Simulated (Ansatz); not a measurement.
# Lu12H: the cost of one run

Program: Ansatz 0.2.0. Level of theory: DFT PBE, plane waves, PAW, scalar-relativistic, no spin polarisation. These are calculated values, not measurements.

## 1. The system as given

The cell holds 13 atoms (HLu12): a = 7.020 Å, b = 10.530 Å, c = 5.563 Å, α = 90.00°, β = 90.00°, γ = 120.00°.

As a file:

```
Lu H
1.0
     7.02000    0.00000    0.00000
    -5.26500    9.11925    0.00000
     0.00000    0.00000    5.56335
Lu H
12 1
Direct
  0.00000 0.00000 0.00000
  0.16667 0.22222 0.50000
  0.00000 0.33333 0.00000
  0.16667 0.55556 0.50000
  0.00000 0.66667 0.00000
  0.16667 0.88889 0.50000
  0.50000 0.00000 0.00000
  0.66667 0.22222 0.50000
  0.50000 0.33333 0.00000
  0.66667 0.55556 0.50000
  0.50000 0.66667 0.00000
  0.66667 0.88889 0.50000
  0.99862 0.00140 0.38191
```

## 2. Preparing the start

Input file input.yaml:

```yaml
crystal:
  lattice:
    - [7.02, 0.0, 0.0]
    - [-5.265, 9.119248, 0.0]
    - [0.0, 0.0, 5.56335]
  atoms:
    - { symbol: Lu, position: [0.0, 0.0, 0.0] }
    - { symbol: Lu, position: [0.1666667, 0.2222222, 0.5] }
    - { symbol: Lu, position: [0.0, 0.3333333, 0.0] }
    - { symbol: Lu, position: [0.1666667, 0.5555556, 0.5] }
    - { symbol: Lu, position: [0.0, 0.6666667, 0.0] }
    - { symbol: Lu, position: [0.1666667, 0.8888889, 0.5] }
    - { symbol: Lu, position: [0.5, 0.0, 0.0] }
    - { symbol: Lu, position: [0.6666667, 0.2222222, 0.5] }
    - { symbol: Lu, position: [0.5, 0.3333333, 0.0] }
    - { symbol: Lu, position: [0.6666667, 0.5555556, 0.5] }
    - { symbol: Lu, position: [0.5, 0.6666667, 0.0] }
    - { symbol: Lu, position: [0.6666667, 0.8888889, 0.5] }
    - { symbol: H, position: [-0.0013765, 0.001404, 0.3819075] }
basis:
  ecutwfc: 420.0
kpoints:
  mp_grid: { grid: [2, 2, 3] }
hamiltonian:
  xc: pbe
scf:
  occupations: { method: fermi_dirac, width: 0.15 }
  lower_state_search: "off"
relax:
  f_tol: 0.08
  max_steps: 25
  adjacent_minimum: "off"
```

Launch:

```console
$ ansatz run input.yaml --threads 4 --pin off --max-ram 10240MiB --backend cpu --events-out ev --progress --plain --runs-dir out
```

**Question.** How long does this run take on 4 threads of Intel Xeon Platinum 8488C (Sapphire Rapids), shared host, and how much memory does it need?

About 41 s, with a peak of 1.6 GiB.
